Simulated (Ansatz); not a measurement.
**HBr with H₂S: superposition error and deformation**

How much of this pair's binding is borrowed basis, and how much do the fragments pay to take the shapes they have in the pair?

Program: Ansatz 0.2.0, Gaussian basis. Level of theory: PBE0-D4 structures, single points in def2-TZVPPD. These are calculated values, not measurements.

Levels: PBE-D4, revPBE-D4, BLYP-D4, r2SCAN-D4, B97M-V, PBE0-D4, B3LYP-D4, HSE06-D4, wB97X-V, wB97M-V, B2PLYP, Hartree-Fock, MP2, CCSD, CCSD(T).

Correlated methods freeze the cores. Filled d shells of the heavier atoms are correlated. B3LYP uses VWN-RPA correlation. B2PLYP carries no dispersion term here.

129 further runs of the same task are left out: 129 set aside as unsound or not needed.

### 1 Starting geometry

The relaxed pair: 5 atoms, charge 0, spin multiplicity 1.

Atoms are counted from 1 here; the program's logs count them from 0.

Bond lengths: Br1–H2 1.444 Å, S3–H4 1.342 Å, S3–H5 1.342 Å. Angles: H4–S3–H5 92.4°.

Coordinates:

```
atom    x (Å)    y (Å)    z (Å)
 Br1  -0.4623   0.5128  -2.4970
  H2  -0.0767   0.0106  -1.1992
  S3   0.4695  -0.6623   0.9840
  H4   0.8558   0.5820   1.3073
  H5  -0.7862  -0.4431   1.4050
```

Atoms 1 to 2 are fragment A (HBr), the rest fragment B (H₂S). From earlier runs, pair energy (eV) and counterpoise interaction (kcal/mol):

```
      method       E(pair)  interaction
      PBE-D4  -80915.97834        -4.75
   revPBE-D4  -80923.52702        -4.09
     BLYP-D4  -80931.90579        -3.88
   r2SCAN-D4  -80930.02729        -3.99
      B97M-V  -80915.88434        -3.22
     PBE0-D4  -80919.32829        -4.20
    B3LYP-D4  -80932.80702        -3.70
    HSE06-D4  -80919.23215        -4.24
     wB97X-V  -80923.13520        -2.94
     wB97M-V  -80926.36640        -2.86
      B2PLYP  -80917.28877        -2.52
Hartree-Fock  -80864.34484         0.34
         MP2  -80877.63641        -3.07
     CCSD(T)  -80879.00497        -2.24
```

First each fragment is run alone in its own basis, frozen in the shape it has in the pair (a, b).

### 2 PBE-D4/def2-TZVPPD

a/in.yaml

```yaml
crystal:
  periodic: [false, false, false]
  atoms:
    - {symbol: Br, position_ang: [-0.462316, 0.512809, -2.497015]}
    - {symbol: H, position_ang: [-0.076651, 0.010577, -1.199194]}
basis:
  gaussian: {orbitals: "def2-TZVPPD.json"}
hamiltonian: {xc: pbe, dispersion: d4}
```

b/in.yaml

```yaml
crystal:
  periodic: [false, false, false]
  atoms:
    - {symbol: S, position_ang: [0.469477, -0.662271, 0.984045]}
    - {symbol: H, position_ang: [0.855781, 0.582008, 1.307266]}
    - {symbol: H, position_ang: [-0.786191, -0.443122, 1.404998]}
basis:
  gaussian: {orbitals: "def2-TZVPPD.json"}
hamiltonian: {xc: pbe, dispersion: d4}
```

The basis file named in the input lies beside it (Basis Set Exchange, JSON).

The same command starts each run, in its folder.

Command:

```console
> ansatz run in.yaml --threads 2 --pin off --events-out ev --progress --plain --max-ram 5222MiB
```

a printed:

```text
Functional definition: PBE
  name "PBE"
  cite "Perdew, Burke & Ernzerhof, Phys. Rev. Lett. 77, 3865 (1996) doi:10.1103/PhysRevLett.77.3865"
  parent pbe
  parameter kappa = 0.804
  parameter beta = 0.06672455060314922
  exchange = pbe_x(kappa = kappa, mu = beta*pi^2/3)
  correlation = pbe_c(beta = beta)
479 factors; their error is unknown
mean field evaluation 1: about -70051.9817 eV, gradient 1.0e1 eV
mean field evaluation 2: about -70052.0625 eV, gradient 6.3e0 eV
mean field evaluation 4: about -70052.1682 eV, gradient 1.8e-1 eV
mean field evaluation 8: about -70052.1626 eV, gradient 1.7e-1 eV
mean field -70052.16264268 eV, -2574.3694940572 hartree, gradient 3.6e-5 eV, S^2 0.000000; 0 other end points of the search recorded, 0 dependent functions left out
reference -70052.16268622 eV, -2574.3694956572 hartree; 18, 18 occupied and 56, 56 virtual orbitals, 479 factors
Total energy: -70052.16948034 eV, -2574.3697453366 hartree
```

Output in b, cut to the lines that bear on the results:

```text
[... 4 set-up lines as earlier in the session ...]
[...]
436 factors; their error is unknown
[...]
mean field -10863.58156419 eV, -399.2292588838 hartree, gradient 3.0e-5 eV, S^2 0.000000; 0 other end points of the search recorded, 0 dependent functions left out
reference -10863.58161395 eV, -399.2292607125 hartree; 9, 9 occupied and 76, 76 virtual orbitals, 436 factors
Total energy: -10863.59665088 eV, -399.2298133096 hartree
```

Wall times: 0.35 s (a), 0.3 s (b) on 2 threads of Arm Neoverse V2, shared host.

### 3 r2SCAN-D4/def2-TZVPPD

Each input of step 2 (a, b) changes in the same lines:

```diff
-hamiltonian: {xc: pbe, dispersion: d4}
+hamiltonian: {xc: r2scan, dispersion: d4}
```

The same command starts each run, in its folder.

Command:

```console
> ansatz run in.yaml --threads 2 --pin off --events-out ev --progress --plain --max-ram 5222MiB
```

Output in a, cut to the lines that bear on the results:

```text
Functional definition: r2SCAN
  name "r2SCAN"
  cite "Furness, Kaplan, Ning, Perdew & Sun, J. Phys. Chem. Lett. 11, 8208 (2020) doi:10.1021/acs.jpclett.0c02405"
  cite "Furness, Kaplan, Ning, Perdew & Sun, J. Phys. Chem. Lett. 11, 9248 (2020) doi:10.1021/acs.jpclett.0c03077"
  parent r2scan
[...]
479 factors; their error is unknown
[...]
mean field -70062.29388546 eV, -2574.7418103624 hartree, gradient 1.6e-5 eV, S^2 0.000000; 0 other end points of the search recorded, 0 dependent functions left out
reference -70062.29389696 eV, -2574.7418107849 hartree; 18, 18 occupied and 56, 56 virtual orbitals, 479 factors
Total energy: -70062.29535827 eV, -2574.7418644870 hartree
```

Log of b, cut to the lines that bear on the results:

```text
[... 5 set-up lines as earlier in the session ...]
[...]
436 factors; their error is unknown
[...]
mean field -10867.55009536 eV, -399.3750997145 hartree, gradient 3.7e-5 eV, S^2 0.000000; 0 other end points of the search recorded, 0 dependent functions left out
reference -10867.55011214 eV, -399.3751003310 hartree; 9, 9 occupied and 76, 76 virtual orbitals, 436 factors
Total energy: -10867.55346052 eV, -399.3752233818 hartree
```

Times: 0.8 s (a), 0.7 s (b) on 2 threads of Arm Neoverse V2, shared host.

### 4 PBE0-D4/def2-TZVPPD

The same edit goes into each in.yaml of step 3 (a, b):

```diff
-hamiltonian: {xc: r2scan, dispersion: d4}
+hamiltonian: {xc: pbe0, dispersion: d4}
+output: {orbitals: {seedname: orbitals}}
```

One command serves all of them, each in its own folder.

Command:

```console
> ansatz run in.yaml --threads 2 --pin off --events-out ev --progress --plain --max-ram 5222MiB
```

a printed, cut to the lines that bear on the results:

```text
Functional definition: PBE0
  name "PBE0"
  cite "Adamo & Barone, J. Chem. Phys. 110, 6158 (1999) doi:10.1063/1.478522"
[... 2 set-up lines as earlier in the session ...]
[...]
531 factors; their error is unknown
[...]
mean field -70054.60889530 eV, -2574.4593921828 hartree, gradient 7.4e-5 eV, S^2 0.000000; 0 other end points of the search recorded, 0 dependent functions left out
reference -70054.60892406 eV, -2574.4593932398 hartree; 18, 18 occupied and 56, 56 virtual orbitals, 531 factors
Total energy: -70054.61445114 eV, -2574.4595963563 hartree
```

Log of b, cut to the lines that bear on the results:

```text
[... 5 set-up lines as earlier in the session ...]
[...]
474 factors; their error is unknown
[...]
mean field -10864.51335177 eV, -399.2635014459 hartree, gradient 6.8e-6 eV, S^2 0.000000; 0 other end points of the search recorded, 0 dependent functions left out
reference -10864.51338688 eV, -399.2635027363 hartree; 9, 9 occupied and 76, 76 virtual orbitals, 474 factors
Total energy: -10864.52556663 eV, -399.2639503336 hartree
```

Times: 0.4 s (a), 0.35 s (b) on 2 threads of Arm Neoverse V2, shared host.

### 5 B3LYP-D4/def2-TZVPPD

The same edit goes into each in.yaml of step 4 (a, b):

```diff
-hamiltonian: {xc: pbe0, dispersion: d4}
-output: {orbitals: {seedname: orbitals}}
+hamiltonian: {xc: {name: B3LYP}, dispersion: d4}
```

The same command starts each run, in its folder.

Command:

```console
> ansatz run in.yaml --threads 2 --pin off --events-out ev --progress --plain --max-ram 5222MiB
```

a printed, cut to the lines that bear on the results:

```text
Functional definition: B3LYP
  name "B3LYP"
  cite "Stephens, Devlin, Chabalowski & Frisch, J. Phys. Chem. 98, 11623 (1994) doi:10.1021/j100096a001"
  cite "Becke, Phys. Rev. A 38, 3098 (1988) doi:10.1103/PhysRevA.38.3098"
  cite "Lee, Yang & Parr, Phys. Rev. B 37, 785 (1988) doi:10.1103/PhysRevB.37.785"
  cite "Vosko, Wilk & Nusair, Can. J. Phys. 58, 1200 (1980) doi:10.1139/p80-159"
[...]
515 factors; their error is unknown
[...]
mean field -70063.61506327 eV, -2574.7903627512 hartree, gradient 5.5e-6 eV, S^2 0.000000; 0 other end points of the search recorded, 0 dependent functions left out
reference -70063.61525236 eV, -2574.7903696999 hartree; 18, 18 occupied and 56, 56 virtual orbitals, 515 factors
Total energy: -70063.62640093 eV, -2574.7907794026 hartree
```

Log of b, cut to the lines that bear on the results:

```text
[... 6 set-up lines as earlier in the session ...]
[...]
462 factors; their error is unknown
[...]
mean field -10868.98952818 eV, -399.4279978948 hartree, gradient 7.5e-6 eV, S^2 0.000000; 0 other end points of the search recorded, 0 dependent functions left out
reference -10868.98974300 eV, -399.4280057893 hartree; 9, 9 occupied and 76, 76 virtual orbitals, 462 factors
Total energy: -10869.01417843 eV, -399.4289037748 hartree
```

Wall times: 0.5 s (a), 0.4 s (b) on 2 threads of Arm Neoverse V2, shared host.

### 6 wB97X-V/def2-TZVPPD

Each input of step 5 (a, b) changes in the same lines:

```diff
-hamiltonian: {xc: {name: B3LYP}, dispersion: d4}
+hamiltonian: {xc: {name: wB97X-V}}
```

The same command starts each run, in its folder.

Command:

```console
> ansatz run in.yaml --threads 2 --pin off --events-out ev --progress --plain --max-ram 5222MiB
```

Log of a, cut to the lines that bear on the results:

```text
Functional definition: wB97X-V
  name "wB97X-V"
  cite "Mardirossian & Head-Gordon, Phys. Chem. Chem. Phys. 16, 9904 (2014) doi:10.1039/C3CP54374A"
  cite "Becke, J. Chem. Phys. 107, 8554 (1997) doi:10.1063/1.475007"
  cite "Vydrov & Van Voorhis, J. Chem. Phys. 133, 244103 (2010) doi:10.1063/1.3521275"
[...]
      + integral(e_c_pw_opposite_spin*poly(b97_u_opposite, cos0, cos1)) + vv10(b, c)
515 factors; their error is unknown
102 factors; integrals over basis functions are off by at most 6.0e-5 eV
[...]
mean field -70056.30899095 eV, -2574.5218695458 hartree, gradient 1.7e-5 eV, S^2 0.000000; 0 other end points of the search recorded, 0 dependent functions left out
reference -70056.30898915 eV, -2574.5218694796 hartree; 18, 18 occupied and 56, 56 virtual orbitals, 515 factors
Total energy: -70056.30898915 eV, -2574.5218694796 hartree
```

Output in b, cut to the lines that bear on the results:

```text
[... 5 set-up lines as earlier in the session ...]
[...]
      + integral(e_c_pw_opposite_spin*poly(b97_u_opposite, cos0, cos1)) + vv10(b, c)
457 factors; their error is unknown
112 factors; integrals over basis functions are off by at most 4.6e-5 eV
[...]
mean field -10866.69265113 eV, -399.3435892201 hartree, gradient 1.5e-5 eV, S^2 0.000000; 0 other end points of the search recorded, 0 dependent functions left out
reference -10866.69264891 eV, -399.3435891387 hartree; 9, 9 occupied and 76, 76 virtual orbitals, 457 factors
Total energy: -10866.69264891 eV, -399.3435891387 hartree
```

They took 1.1 s (a), 1.1 s (b) on 2 threads of Arm Neoverse V2, shared host.

### 7 wB97M-V/def2-TZVPPD

Each input of step 6 (a, b) changes in the same lines:

```diff
-hamiltonian: {xc: {name: wB97X-V}}
+hamiltonian: {xc: {name: wB97M-V}}
```

The same command starts each run, in its folder.

Command:

```console
> ansatz run in.yaml --threads 2 --pin off --events-out ev --progress --plain --max-ram 5222MiB
```

Output in a, cut to the lines that bear on the results:

```text
Functional definition: wB97M-V
  name "wB97M-V"
  cite "Mardirossian & Head-Gordon, J. Chem. Phys. 144, 214110 (2016) doi:10.1063/1.4952647"
[... 2 set-up lines as earlier in the session ...]
  # Of w^i u^j: cxij and so on, Table III.
[...]
  gx(w, u) = 1 - cx + cx01*u + cx10*w
[...]
      + integral(e_c_pw_mod_opposite_spin*gos(b97_w_opposite, b97_u_opposite)) + vv10(b, c)
508 factors; their error is unknown
102 factors; integrals over basis functions are off by at most 6.0e-5 eV
[...]
mean field -70058.69149436 eV, -2574.6094249312 hartree, gradient 1.7e-5 eV, S^2 0.000000; 0 other end points of the search recorded, 0 dependent functions left out
reference -70058.69154418 eV, -2574.6094267619 hartree; 18, 18 occupied and 56, 56 virtual orbitals, 508 factors
Total energy: -70058.69154418 eV, -2574.6094267619 hartree
```

Output in b, cut to the lines that bear on the results:

```text
[... 5 set-up lines as earlier in the session ...]
  # Of w^i u^j: cxij and so on, Table III.
[...]
  gx(w, u) = 1 - cx + cx01*u + cx10*w
[...]
      + integral(e_c_pw_mod_opposite_spin*gos(b97_w_opposite, b97_u_opposite)) + vv10(b, c)
436 factors; their error is unknown
112 factors; integrals over basis functions are off by at most 4.6e-5 eV
[...]
mean field -10867.54408490 eV, -399.3748788341 hartree, gradient 1.6e-5 eV, S^2 0.000000; 0 other end points of the search recorded, 0 dependent functions left out
reference -10867.54414399 eV, -399.3748810057 hartree; 9, 9 occupied and 76, 76 virtual orbitals, 436 factors
Total energy: -10867.54414399 eV, -399.3748810057 hartree
```

Times: 1.2 s (a), 1.1 s (b) on 2 threads of Arm Neoverse V2, shared host.

### 8 B2PLYP/def2-TZVPPD

Each input of step 7 (a, b) changes in the same lines:

```diff
-hamiltonian: {xc: {name: wB97M-V}}
+hamiltonian: {xc: {name: B2PLYP}}
```

Each run has its own folder and the same command.

Command:

```console
> ansatz run in.yaml --threads 2 --pin off --events-out ev --progress --plain --max-ram 5222MiB
```

Log of a, cut to the lines that bear on the results:

```text
Functional definition: B2PLYP
  name "B2PLYP"
  cite "Grimme, J. Chem. Phys. 124, 034108 (2006) doi:10.1063/1.2148954"
[... 2 set-up lines as earlier in the session ...]
[...]
449 factors; integrals over basis functions are off by at most 9.5e-4 eV
[...]
mean field -70049.79290582 eV, -2574.2824078339 hartree, gradient 2.1e-6 eV, S^2 0.000000; 0 other end points of the search recorded, 0 dependent functions left out
9 core orbitals not correlated: weight in the atoms' cores, before any rotation towards them, 1.000 or more for the frozen orbitals, at most 0.000 for the correlated occupied ones
reference -70049.79302138 eV, -2574.2824120807 hartree; 9, 9 occupied and 56, 56 virtual orbitals, 449 factors
second order -9.30496376 eV of doubles, -0.00000000 eV of singles
Total energy: -70052.30536160 eV, -2574.3747388807 hartree
```

b printed, cut to the lines that bear on the results:

```text
[... 5 set-up lines as earlier in the session ...]
[...]
473 factors; integrals over basis functions are off by at most 5.8e-4 eV
[...]
mean field -10863.12912430 eV, -399.2126320246 hartree, gradient 2.3e-6 eV, S^2 0.000000; 0 other end points of the search recorded, 0 dependent functions left out
5 core orbitals not correlated: weight in the atoms' cores, before any rotation towards them, 1.000 or more for the frozen orbitals, at most 0.000 for the correlated occupied ones
reference -10863.12925548 eV, -399.2126368453 hartree; 4, 4 occupied and 76, 76 virtual orbitals, 473 factors
second order -6.41051576 eV of doubles, -0.00000000 eV of singles
Total energy: -10864.86009473 eV, -399.2762440147 hartree
```

Times: 0.65 s (a), 0.55 s (b) on 2 threads of Arm Neoverse V2, shared host.

### 9 BLYP-D4/def2-TZVPPD

The same edit goes into each in.yaml of step 8 (a, b):

```diff
-hamiltonian: {xc: {name: B2PLYP}}
+hamiltonian: {xc: {name: BLYP}, dispersion: d4}
```

The same command starts each run, in its folder.

Command:

```console
> ansatz run in.yaml --threads 2 --pin off --events-out ev --progress --plain --max-ram 5222MiB
```

Output in a, cut to the lines that bear on the results:

```text
Functional definition: BLYP
  name "BLYP"
[... 2 set-up lines as earlier in the session ...]
[...]
479 factors; their error is unknown
[...]
mean field -70063.42607466 eV, -2574.7834175478 hartree, gradient 2.0e-5 eV, S^2 0.000000; 0 other end points of the search recorded, 0 dependent functions left out
reference -70063.42633482 eV, -2574.7834271084 hartree; 18, 18 occupied and 56, 56 virtual orbitals, 479 factors
Total energy: -70063.44232773 eV, -2574.7840148372 hartree
```

Output in b, cut to the lines that bear on the results:

```text
[... 4 set-up lines as earlier in the session ...]
[...]
436 factors; their error is unknown
[...]
mean field -10868.25310207 eV, -399.4009347344 hartree, gradient 2.5e-5 eV, S^2 0.000000; 0 other end points of the search recorded, 0 dependent functions left out
reference -10868.25339090 eV, -399.4009453489 hartree; 9, 9 occupied and 76, 76 virtual orbitals, 436 factors
Total energy: -10868.28908285 eV, -399.4022570038 hartree
```

Times: 0.45 s (a), 0.35 s (b) on 2 threads of Arm Neoverse V2, shared host.

### 10 revPBE-D4/def2-TZVPPD

The same edit goes into each in.yaml of step 9 (a, b):

```diff
-hamiltonian: {xc: {name: BLYP}, dispersion: d4}
+hamiltonian: {xc: {name: revPBE}, dispersion: d4}
```

Each run has its own folder and the same command.

Command:

```console
> ansatz run in.yaml --threads 2 --pin off --events-out ev --progress --plain --max-ram 5222MiB
```

Output in a, cut to the lines that bear on the results:

```text
Functional definition: revPBE
  name "revPBE"
  cite "Zhang & Yang, Phys. Rev. Lett. 80, 890 (1998) doi:10.1103/PhysRevLett.80.890"
[... 1 set-up line as earlier in the session ...]
[...]
479 factors; their error is unknown
[...]
mean field -70056.79619464 eV, -2574.5397739510 hartree, gradient 3.9e-5 eV, S^2 0.000000; 0 other end points of the search recorded, 0 dependent functions left out
reference -70056.79625177 eV, -2574.5397760506 hartree; 18, 18 occupied and 56, 56 virtual orbitals, 479 factors
Total energy: -70056.82142120 eV, -2574.5407010100 hartree
```

Log of b, cut to the lines that bear on the results:

```text
[... 4 set-up lines as earlier in the session ...]
[...]
436 factors; their error is unknown
[...]
mean field -10866.46149511 eV, -399.3350943933 hartree, gradient 3.7e-5 eV, S^2 0.000000; 0 other end points of the search recorded, 0 dependent functions left out
reference -10866.46155811 eV, -399.3350967084 hartree; 9, 9 occupied and 76, 76 virtual orbitals, 436 factors
Total energy: -10866.52183399 eV, -399.3373118060 hartree
```

Wall times: 0.35 s (a), 0.3 s (b) on 2 threads of Arm Neoverse V2, shared host.

### 11 B97M-V/def2-TZVPPD

Each input of step 10 (a, b) changes in the same lines:

```diff
-hamiltonian: {xc: {name: revPBE}, dispersion: d4}
+hamiltonian: {xc: {name: B97M-V}}
```

Each run has its own folder and the same command.

Command:

```console
> ansatz run in.yaml --threads 2 --pin off --events-out ev --progress --plain --max-ram 5222MiB
```

Log of a, cut to the lines that bear on the results:

```text
Functional definition: B97M-V
  name "B97M-V"
  cite "Mardirossian & Head-Gordon, J. Chem. Phys. 142, 074111 (2015) doi:10.1063/1.4907719"
[... 2 set-up lines as earlier in the session ...]
  # Of w^i u^j: cxij and so on, Table III.
[...]
  gx(w, u) = cx00 + cx01*u + cx02*u^2 + (cx10 + cx11*u)*w
[...]
  gos(w, u) = cos00 + cos01*u + cos03*u^3 + cos10*w + cos32*w^3*u^2
[...]
      + integral(e_c_pw_mod_opposite_spin*gos(b97_w_opposite, b97_u_opposite)) + vv10(b, c)
479 factors; their error is unknown
[...]
mean field -70050.14819040 eV, -2574.2954643013 hartree, gradient 4.5e-5 eV, S^2 0.000000; 0 other end points of the search recorded, 0 dependent functions left out
reference -70050.14825441 eV, -2574.2954666538 hartree; 18, 18 occupied and 56, 56 virtual orbitals, 479 factors
Total energy: -70050.14825441 eV, -2574.2954666538 hartree
```

b printed, cut to the lines that bear on the results:

```text
[... 5 set-up lines as earlier in the session ...]
  # Of w^i u^j: cxij and so on, Table III.
[...]
  gx(w, u) = cx00 + cx01*u + cx02*u^2 + (cx10 + cx11*u)*w
[...]
  gos(w, u) = cos00 + cos01*u + cos03*u^3 + cos10*w + cos32*w^3*u^2
[...]
      + integral(e_c_pw_mod_opposite_spin*gos(b97_w_opposite, b97_u_opposite)) + vv10(b, c)
436 factors; their error is unknown
[...]
mean field -10865.58968389 eV, -399.3030559217 hartree, gradient 3.1e-5 eV, S^2 0.000000; 0 other end points of the search recorded, 0 dependent functions left out
reference -10865.58975511 eV, -399.3030585391 hartree; 9, 9 occupied and 76, 76 virtual orbitals, 436 factors
Total energy: -10865.58975511 eV, -399.3030585391 hartree
```

Times: 1.2 s (a), 1.1 s (b) on 2 threads of Arm Neoverse V2, shared host.

### 12 HSE06-D4/def2-TZVPPD

Each input of step 11 (a, b) changes in the same lines:

```diff
-hamiltonian: {xc: {name: B97M-V}}
+hamiltonian: {xc: hse06, dispersion: d4}
```

Each run has its own folder and the same command.

Command:

```console
> ansatz run in.yaml --threads 2 --pin off --events-out ev --progress --plain --max-ram 5222MiB
```

Output in a, cut to the lines that bear on the results:

```text
Functional definition: HSE06
  name "HSE06"
  cite "Heyd, Scuseria & Ernzerhof, J. Chem. Phys. 118, 8207 (2003) doi:10.1063/1.1564060"
  cite "Krukau, Vydrov, Izmaylov & Scuseria, J. Chem. Phys. 125, 224106 (2006) doi:10.1063/1.2404663"
  cite "Heyd & Scuseria, J. Chem. Phys. 120, 7274 (2004) doi:10.1063/1.1668634"
  cite "Ernzerhof & Perdew, J. Chem. Phys. 109, 3313 (1998) doi:10.1063/1.476928"
[...]
531 factors; their error is unknown
36 factors; integrals over basis functions are off by at most 9.8e-5 eV
[...]
mean field -70054.72347800 eV, -2574.4636030196 hartree, gradient 1.7e-5 eV, S^2 0.000000; 0 other end points of the search recorded, 0 dependent functions left out
reference -70054.72351594 eV, -2574.4636044135 hartree; 18, 18 occupied and 56, 56 virtual orbitals, 531 factors
Total energy: -70054.72859751 eV, -2574.4637911580 hartree
```

Log of b, cut to the lines that bear on the results:

```text
[... 6 set-up lines as earlier in the session ...]
[...]
474 factors; their error is unknown
41 factors; integrals over basis functions are off by at most 9.6e-5 eV
[...]
mean field -10864.30220152 eV, -399.2557418175 hartree, gradient 7.3e-6 eV, S^2 0.000000; 0 other end points of the search recorded, 0 dependent functions left out
reference -10864.30224792 eV, -399.2557435227 hartree; 9, 9 occupied and 76, 76 virtual orbitals, 474 factors
Total energy: -10864.31336995 eV, -399.2561522495 hartree
```

Times: 0.55 s (a), 0.4 s (b) on 2 threads of Arm Neoverse V2, shared host.

[end of part 1 of 3]
